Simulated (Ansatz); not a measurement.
**CHGeSi (doublet): the correlation ladder, cc-pVDZ**

One table from this session's results is given with a row withheld; the runs are named, their logs left out.

Method: cc-pVDZ, core rule «outside noble gas», up to 20 orbitals frozen; program: Ansatz 0.2.0, Gaussian basis.

Plan: UHF; CCSD(T) on ROHF; CCSD(T) on UHF; BCCD(T) on ROHF; CISD as a restricted active space (open shells left free, so some higher excitations enter); CCSDT(Q) on ROHF; CCSDT(Q) on UHF; CASSCF and MRCISD+Q, 9 electrons in 9 orbitals; CASSCF and NEVPT2, 9 electrons in 9 orbitals.

24 further runs of the same task are left out: 12 that didn't finish, 12 set aside as unsound or not needed. Runs told in other sessions of the task aren't counted.

## The geometry

The geometry is a PBE0/def2-TZVP stationary point (not a proven minimum). No spin-orbit coupling is included. The filled d shell of Ge may be among the frozen orbitals whatever the setting's name suggests.

4 atoms, charge 0, spin multiplicity 2.

Atoms are counted from 1 here; the program's logs count them from 0.

Bond lengths: C1–Ge2 1.845 Å, Ge2–Si3 2.292 Å, Si3–H4 1.535 Å. Angles: C1–Ge2–Si3 163.3°, Ge2–Si3–H4 81.5°.

Coordinates:

```
atom   x (Å)    y (Å)    z (Å)
  C1  0.0000  -0.2386   2.2066
 Ge2  0.0000   0.0872   0.3902
 Si3  0.0000  -0.1723  -1.8871
  H4  0.0000   1.3615  -1.8336
```

Set-up of the first run:

in.yaml reads:

```yaml
crystal:
  periodic: [false, false, false]
  atoms:
    - {symbol: C, position_ang: [0.000000, -0.238604, 2.206612]}
    - {symbol: Ge, position_ang: [0.000000, 0.087182, 0.390206]}
    - {symbol: Si, position_ang: [0.000000, -0.172309, -1.887072]}
    - {symbol: H, position_ang: [0.000000, 1.361480, -1.833622]}
basis:
  gaussian: {orbitals: cc-pVDZ}
magnetization: {spin_polarized: true, initial_magnetization: 1}
hamiltonian: {xc: hf}
output: {orbitals: {seedname: orbitals}}
```

Command:

```bash
ansatz run in.yaml --threads 1 --pin off --events-out ev --progress --plain --max-ram 2393MiB
```

Among the steps run: UHF; CCSD(T) on ROHF; CCSD(T) on UHF; BCCD(T) on ROHF; CISD as a restricted active space (open shells left free, so some higher excitations enter); CCSDT(Q) on ROHF; CCSDT(Q) on UHF; CASSCF and MRCISD+Q, 9 electrons in 9 orbitals; CASSCF and NEVPT2, 9 electrons in 9 orbitals.

One of the session's tables, all rows but one given; the rest of the session is left out.

| method | from RCCSDT(Q) (kJ/mol) |
| --- | --- |
| ROHF | +905.6 |
| RMP2 | +205.4 |
| UMP2 | +212.6 |
| RCCSD | +75.0 |
| UCCSD | ? |
| RCCSD(T) | +15.9 |
| UCCSD(T) | +21.4 |
| BCCD(T) | +17.9 |
| RCCSDT | +9.1 |
| UCCSDT | +8.1 |
| RCCSDT(Q) | 0 |
| UCCSDT(Q) | -3.0 |
| CASSCF frontier | +600.2 |
| NEVPT2 frontier | +157.8 |
| MRCISD frontier | +86.7 |
| MRCISD+Q frontier | +26.1 |

Estimate the missing values for UCCSD.

As computed: from RCCSDT(Q) (kJ/mol): +71.0. In the column «from RCCSDT(Q) (kJ/mol)» it lies between MRCISD+Q frontier (+26.1) and RCCSD (+75.0).

Not comparable, so not listed: CISD as a restricted active space (open shells left free, so some higher excitations enter) (they don't share determinant, frozen orbitals or solution with the rows shown, or repeat one).

To keep in mind: The determinant of CCSD(T) (⟨S²⟩ 1.58) is far from a pure spin state, so its energy mixes those of several spin states; high orders of coupled cluster remove much of that, low ones don't. The determinant of CCSDT(Q) (⟨S²⟩ 1.58) is far from a pure spin state, so its energy mixes those of several spin states; high orders of coupled cluster remove much of that, low ones don't. Left out of the table: UHF (another determinant or state than the rows shown). The program flags RCCSD(T), BCCD(T) as in doubt, so read those rows with care; the flags are large difference. Warnings: spin contamination; coupled cluster took another determinant than the lowest; large T1 diagnostic. Restricted and unrestricted rows rest on different reference determinants; a gap between their highest levels can come from leftover correlation error, from unlike frozen cores or from another state.
